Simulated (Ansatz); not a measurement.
# TaTiTe4: the cost of one run

Computed with Ansatz 0.2.0 (DFT PBEsol+U (U_eff = 3 eV on Ta d), plane waves, PAW, no spin–orbit coupling unless a run says so, unless a step's input says otherwise).

2 further runs of the same task are left out: 2 that didn't finish.

## (1) Starting point

Symmetry: P-3m1, No. 164, trigonal system. The conventional cell has a = 3.736 Å, b = 3.736 Å, c = 14.133 Å, α = 90.00°, β = 90.00°, γ = 120.00°. Ta (site symmetry -3m) has 6 Te at 2.82 Å as nearest neighbours. Te (site symmetry 3m) has 3 Ta at 2.82 Å as nearest neighbours. Around Te (site symmetry 3m) lie 3 Ti at 2.77 Å. Around Ti (site symmetry -3m) lie 6 Te at 2.77 Å.

As a file:

```cif
data_structure
_symmetry_space_group_name_H-M 'P 1'
_symmetry_Int_Tables_number 1
_cell_length_a 3.7363
_cell_length_b 3.7363
_cell_length_c 14.1328
_cell_angle_alpha 90.000
_cell_angle_beta 90.000
_cell_angle_gamma 120.000
_cell_volume 170.86
loop_
_atom_site_label
_atom_site_type_symbol
_atom_site_fract_x
_atom_site_fract_y
_atom_site_fract_z
_atom_site_occupancy
Ta1 Ta 0.00000 0.00000 0.00000 1
Te1 Te 0.66667 0.33333 0.87191 1
Te2 Te 0.66667 0.33333 0.37710 1
Te3 Te 0.33333 0.66667 0.62290 1
Te4 Te 0.33333 0.66667 0.12809 1
Ti1 Ti 0.00000 0.00000 0.50000 1
```

An earlier series on this cell reached its lowest free state from «ferromagnetic start, free, natural orbitals of the symmetric run filled by rank», perhaps among other starts.

## (2) Total moment locked, 1.00 μB per cell

The input, input.yaml:

```yaml
crystal:
  lattice:
    - [3.73630649, 0.0, 0.0]
    - [-1.86815324, 3.23573633, 0.0]
    - [0.0, 0.0, 14.13277935]
  atoms:
    - { symbol: Ta, position: [0.0, 0.0, 0.0], spin: 1.0 }
    - { symbol: Te, position: [0.6666666667, 0.3333333333, 0.871914] }
    - { symbol: Te, position: [0.6666666667, 0.3333333333, 0.377101] }
    - { symbol: Te, position: [0.3333333333, 0.6666666667, 0.622899] }
    - { symbol: Te, position: [0.3333333333, 0.6666666667, 0.128086] }
    - { symbol: Ti, position: [0.0, 0.0, 0.5] }
basis:
  ecutwfc: 420
  ecutrho_ratio: 4
kpoints:
  mp_grid: { grid: [6, 6, 2] }
hamiltonian:
  xc: pbesol
  hubbard:
    sites:
      - { site: 0, l: d, u_eff: 3.0, starting_ns: [{ spin: up, occupation_matrix: s0up }, { spin: down, occupation_matrix: s0down }] }
    occupation_matrices:
      s0up:
        matrix:
          - [0.02, 0.0, 0.0, 0.0, 0.0]
          - [0.0, 0.02, 0.0, 0.0, 0.0]
          - [0.0, 0.0, 0.77419, -0.38429, 0.0]
          - [0.0, 0.0, -0.38429, 0.21581, 0.0]
          - [0.0, 0.0, 0.0, 0.0, 0.02]
      s0down:
        matrix:
          - [0.02, 0.0, 0.0, 0.0, 0.0]
          - [0.0, 0.02, 0.0, 0.0, 0.0]
          - [0.0, 0.0, 0.02, 0.0, 0.0]
          - [0.0, 0.0, 0.0, 0.02, 0.0]
          - [0.0, 0.0, 0.0, 0.0, 0.02]
    ns_hold: { iters: 8 }
scf:
  occupations: { method: gaussian, width: 0.05 }
  lower_state_search: "off"
  max_iter: 150
output:
  forces: true
  stress: true
  eigenvalues: true
  populations: true
  hubbard: { sites: [{ site: 0, l: d }] }
magnetization:
  spin_polarized: true
  initial_magnetization: 1.0
  spin_locking: { lock_magnetization: hard }
```

The typed matrices are held for 8 cycles. The lock stays on to the end, so the result is a constrained state.

On the command line:

```
$ ansatz run input.yaml --threads 4 --pin off --max-ram 6144MiB --backend cpu --events-out ev --progress --plain --runs-dir out
```

Q: Estimate wall time and peak memory on 4 threads of Arm Neoverse V1, shared host.

About 26 s, with a peak of 0.92 GiB.
